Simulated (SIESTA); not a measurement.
CaMn2Bi2:

```xyz
5
Lattice="4.6264 0.0000 0.0000 -2.3132 4.0066 0.0000 0.0000 0.0000 7.7288" Properties=species:S:1:pos:R:3 pbc="T T T"
Bi    0.0000    2.6710    5.8058
Bi    2.3132    1.3355    1.9230
Mn    0.0000    2.6710    2.9313
Mn    2.3132    1.3355    4.7975
Ca    0.0000    0.0000    0.0000
```

The cell is a database's computed one.

- Program: SIESTA 5.4.2
- Task: single point
- Functional: PBE
- Potentials or basis: PseudoDojo 0.4 standard (PBE files)
- Basis: DZP (energy shift 0.003 Ry; two zetas on semicore shells; d shell added on Ca)
- Grid cutoff: 800 Ry
- Energy shift: 0.003 Ry
- k mesh: 7 × 7 × 4
- Occupations: fermi-dirac, width 0.05 eV
- Spin: collinear spin, ferromagnetic start
- Starting moments: [0.0, 0.0, 4.0, 4.0, 0.0] μB

On this cell: pressure -0.1 GPa; largest force 0.041 eV/Å; net moment 9.23 μB per cell; site moments Bi +0.04; Mn +4.56; Ca +0.05 μB; band gap on the k mesh none (metal or under the smearing width).

The same run follows on a disturbed copy (atoms moved at random, drawn with an rms of 0.05 Å):

```
CELL_PARAMETERS angstrom
4.62638 0.00000 0.00000
-2.31319 4.00656 0.00000
0.00000 0.00000 7.72879
ATOMIC_POSITIONS crystal
Bi 0.32854 0.67033 0.75079
Bi 0.66296 0.33963 0.24998
Mn 0.34332 0.67461 0.37869
Mn 0.67140 0.35009 0.62103
Ca 0.00092 0.99261 0.99696
```

**Question.** What does the disturbed cell give?

**Answer.** The energy (extrapolated to zero smearing) moves by +3.9 meV/atom; pressure 0.0 GPa; largest force 0.297 eV/Å; net moment 9.22 μB per cell; site moments Bi +0.04, +0.03; Mn +4.55; Ca +0.05 μB; band gap on the k mesh none (metal or under the smearing width).

Forces in eV/Å, atoms in the order of the input:
```
Bi   0.132  0.119  0.033
Bi   0.267 -0.060 -0.116
Mn  -0.218  0.000 -0.007
Mn  -0.053 -0.177  0.016
Ca  -0.128  0.118  0.074
```

Stress tensor (GPa, compression positive):
```
 0.32 -0.23 -0.18
-0.23 -0.10  0.18
-0.18  0.18 -0.08
```

Caveats: short orbitals over semicore shells can move pressures by several GPa; spin-orbit coupling is left out, which moves the levels of the heavy elements; the basis of atomic orbitals isn't converged, which shifts pressures, moduli and gaps.
